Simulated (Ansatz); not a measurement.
**GaAsH2 (triplet): from Hartree-Fock to the top rungs, cc-pVDZ**

The task here is to estimate one member of a computed series from the others.

Method: cc-pVDZ, core rule «outside noble gas», up to 28 orbitals frozen; program: Ansatz 0.2.0, Gaussian basis.

The runs, in order: UHF; CCSD(T) on ROHF; CCSD(T) on UHF; BCCD(T) on ROHF; CISD; CCSDT(Q) on ROHF; CCSDT(Q) on UHF; CCSDTQ on ROHF.

9 further runs of the same task are left out: 5 for a known fault of the program, 4 set aside as unsound or not needed.

### The system

The geometry is a PBE0/def2-TZVP stationary point (not a proven minimum) of the parent state, kept for this charge and spin. No spin-orbit coupling is included. The filled d shell of Ga, As may be among the frozen orbitals whatever the setting's name suggests; the logs give the count.

4 atoms, charge 0, spin multiplicity 3.

Atoms are counted from 1 here; the program's logs count them from 0.

Bond lengths: Ga1–As2 2.303 Å, Ga1–H3 1.568 Å, Ga1–H4 1.568 Å. Angles: As2–Ga1–H3 118.9°, As2–Ga1–H4 118.9°, H3–Ga1–H4 122.1°.

Coordinates:

```xyz
4

Ga    0.0000    0.0000    1.1662
As    0.0000    0.0000   -1.1371
H     0.0000    1.3717    1.9248
H     0.0000   -1.3717    1.9248
```

The first run:

in.yaml

```yaml
crystal:
  periodic: [false, false, false]
  atoms:
    - {symbol: Ga, position_ang: [0.000000, 0.000000, 1.166243]}
    - {symbol: As, position_ang: [0.000000, 0.000000, -1.137111]}
    - {symbol: H, position_ang: [0.000000, 1.371735, 1.924811]}
    - {symbol: H, position_ang: [0.000000, -1.371735, 1.924811]}
basis:
  gaussian: {orbitals: cc-pVDZ}
magnetization: {spin_polarized: true, initial_magnetization: 2}
hamiltonian: {xc: hf}
output: {orbitals: {seedname: orbitals}}
```

On the command line:

```
$ ansatz run in.yaml --threads 1 --pin off --events-out ev --progress --plain --max-ram 4096MiB --backend cpu
```

Steps of the session up to this table: UHF; CCSD(T) on ROHF; CCSD(T) on UHF; BCCD(T) on ROHF; CISD; CCSDT(Q) on ROHF; CCSDT(Q) on UHF; CCSDTQ on ROHF.

One table of the session follows, with a row left open; its other results are not shown here.

```
   method  from RCCSDTQ (meV)
     ROHF             +4644.4
      UHF             +4521.0
     RMP2              +994.0
     UMP2             +1009.2
    RCCSD              +127.4
    UCCSD                   ?
 RCCSD(T)               +29.2
 UCCSD(T)               +21.7
  BCCD(T)               +28.7
   RCCSDT                +5.8
   UCCSDT                -1.7
RCCSDT(Q)                +0.8
UCCSDT(Q)                -6.7
  RCCSDTQ                   0
```

Q: Estimate the row for UCCSD from the others.

As computed: from RCCSDTQ (meV): +117.0. In the column «from RCCSDTQ (meV)» it lies between RCCSD(T) (+29.2) and RCCSD (+127.4).

Caveats from the session: Restricted and unrestricted rows rest on different reference determinants; where their highest levels disagree by more than a few hundredths of an eV, they describe different states and don't form one ladder.
